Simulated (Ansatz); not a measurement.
This script makes the interaction energy of a dimer with the counterpoise correction of BBrH2O, SMILES OBBr with Ansatz's Python interface.

Script `dimer_bbrh2o.py`:
```python
'''Binding of a BBrH2O dimer at a trial geometry.'''

import ansatz as az

BASIS_SET = 'def2-SVP'
XC = 'r2SCAN'

FIRST = [
    ('O', (-0.8693, -0.7768, 0.099)),
    ('B', (0.3011, 0.0507, 0.2259)),
    ('Br', (0.1774, 2.0518, 0.2694)),
    ('H', (-0.9609, -0.8284, -0.894)),
    ('H', (1.3516, -0.4974, 0.2997)),
]
SECOND = [
    ('O', (1.0909, 2.1671, -4.069)),
    ('B', (0.6427, 0.8666, -4.4914)),
    ('Br', (0.3877, -0.6354, -3.1873)),
    ('H', (2.0818, 2.0517, -4.1119)),
    ('H', (0.432, 0.7115, -5.6494)),
]

def energy(atoms, ghosts=()):
    molecule = az.Crystal.molecule()
    for symbol, xyz in atoms:
        molecule = molecule.atom(symbol, xyz)
    calc = (
        molecule.calculation()
        .basis(gaussian=BASIS_SET)
        .functional(XC)
    )
    deck = calc.input()
    if ghosts:
        deck = deck.set(az.key.basis.gaussian.ghost_atoms, [{'symbol': s, 'position_ang': list(xyz)} for s, xyz in ghosts])
    return az.Session.from_dict(deck).plan().execute().report['free_energy_ev']


def main() -> None:
    # monomers in their own basis and in the basis of the dimer
    both = energy(FIRST + SECOND)
    alone = energy(FIRST) + energy(SECOND)
    ghosted = energy(FIRST, SECOND) + energy(SECOND, FIRST)
    print(f'dimer {both:.6f} eV')
    print(f'interaction, uncorrected   {96.485332 * (both - alone):8.3f} kJ/mol')
    print(f'interaction, counterpoise  {96.485332 * (both - ghosted):8.3f} kJ/mol')
    print(f'basis-set superposition    {96.485332 * (alone - ghosted):8.3f} kJ/mol')


if __name__ == '__main__':
    main()
```

How large is the interaction at this pose, and how much of it is basis-set superposition?

Uncorrected it is -11.128 kJ/mol, with the counterpoise correction -7.589 kJ/mol; the difference, 3.54 kJ/mol, is the superposition error.

The run itself:

`python dimer_bbrh2o.py` gives:
```text
dimer -145582.806902 eV
interaction, uncorrected    -11.128 kJ/mol
interaction, counterpoise    -7.589 kJ/mol
basis-set superposition       3.539 kJ/mol
```

Caveats:
- Total energies depend on the basis set; only differences at equal settings carry meaning.
- The dimer is a generated trial pose of unrelaxed monomers, not a minimum, so the figure is no binding energy, and the basis set is small.
- This level lacks the dispersion part of the attraction (electrostatics and induction are there), which can decide the sign where the interaction is weak.
- It ran for 24 s on 1 thread of Intel(R) Xeon(R) Platinum 8259CL CPU @ 2.50GHz (Skylake/Cascade Lake), with other jobs on the host, peak memory 0.27 GiB.

(Lines on the test bed's own set-up are left out of the output.)
